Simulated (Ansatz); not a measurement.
**GeC+ (quartet): the correlation ladder at distance Ge1–C2 = 2.589 Å, cc-pVDZ**

Aim: climb from Hartree-Fock through coupled cluster and multireference methods for GeC+ (quartet) at one geometry and basis, and see what each rung misses.

The runs use Ansatz 0.2.0, Gaussian basis; cc-pVDZ, core rule «outside noble gas», up to 15 orbitals frozen.

The runs, in order: UHF; CCSD(T) on ROHF; CCSD(T) on UHF; BCCD(T) on ROHF; CISD; CCSDT(Q) on ROHF; CCSDT(Q) on UHF; CASSCF and MRCISD+Q, 5 electrons in 5 orbitals; CASSCF and NEVPT2, 5 electrons in 5 orbitals; CASSCF and MRCISD+Q, 7 electrons in 8 orbitals; CASSCF and NEVPT2, 7 electrons in 8 orbitals; Full CI.

15 further runs of the same task are left out: 11 that didn't finish, 4 set aside as unsound or not needed.

## (1) The geometry

The geometry derives from a PBE0/def2-TZVP stationary point (not a proven minimum). One bond is set to the value named and the two fragments are kept rigid. No spin-orbit coupling is included. The filled d shell of Ge may be among the frozen orbitals whatever the setting's name suggests; the logs give the count.

2 atoms, charge 1, spin multiplicity 4.

Atoms are counted from 1 here; the program's logs count them from 0.

No contacts short enough for the rule that draws bonds.

## (2) UHF

Input file in.yaml:

```yaml
crystal:
  periodic: [false, false, false]
  atoms:
    - {symbol: Ge, position_ang: [0.000000, 0.000000, 0.000000]}
    - {symbol: C, position_ang: [0.000000, 0.000000, 2.589000]}
basis:
  gaussian: {orbitals: cc-pVDZ}
total_charge: 1
magnetization: {spin_polarized: true, initial_magnetization: 3}
hamiltonian: {xc: hf}
output: {orbitals: {seedname: orbitals}}
```

On the command line:

```
$ ansatz run in.yaml --threads 1 --pin off --events-out ev --progress --plain --max-ram 2393MiB
```

Further steps of the session: CCSD(T) on ROHF; CCSD(T) on UHF; BCCD(T) on ROHF; CISD; CCSDT(Q) on ROHF; CCSDT(Q) on UHF; CASSCF and MRCISD+Q, 5 electrons in 5 orbitals; CASSCF and NEVPT2, 5 electrons in 5 orbitals; CASSCF and MRCISD+Q, 7 electrons in 8 orbitals; CASSCF and NEVPT2, 7 electrons in 8 orbitals; Full CI.

Q: Predict the results of all the runs planned. Wanted: FCI below the RHF energy; RMP2 from FCI; UMP2 from FCI; RCCSD from FCI; RCCSD(T) from FCI; UCCSD(T) from FCI; RCCSDT(Q) from FCI; UCCSDT(Q) from FCI; NEVPT2 pair from FCI.

**Answer**, as computed:

| quantity | value |
| --- | --- |
| FCI below the RHF energy | -4.3185 eV |
| RMP2 from FCI | +1461.4 meV |
| UMP2 from FCI | +1558.5 meV |
| RCCSD from FCI | +477.7 meV |
| RCCSD(T) from FCI | +194.9 meV |
| UCCSD(T) from FCI | +200.7 meV |
| RCCSDT(Q) from FCI | +1.6 meV |
| UCCSDT(Q) from FCI | -20.7 meV |
| NEVPT2 pair from FCI | +1462.9 meV |
| NEVPT2 valence from FCI | +542.1 meV |
| MRCISD+Q valence from FCI | -12.4 meV |
| levels within 1 kcal/mol (43 meV) | RCCSDT(Q), UCCSDT(Q), MRCISD+Q valence |
| T1 diagnostic | 0.068 |
| effectively unpaired electrons | 3.15 |

What this shows: RCCSD(T) lands +194.9 meV from the yardstick (4.5 % of the correlation energy). UCCSDT(Q), MRCISD+Q valence fall below full CI: unrestricted runs freeze a spin-polarised core, another one than full CI's, and coupled cluster isn't variational. The occupations are near whole numbers, but T1 = 0.068 shows that the orbitals relax strongly. Of the multireference levels listed MRCISD+Q valence comes nearest in total energy (-12.4 meV), which doesn't show that its space is the better one. Coupled cluster took another determinant than the lowest Hartree-Fock one. These misses are within one basis, not against nature; the frozen cores of restricted and unrestricted runs differ, which can shift their rows.
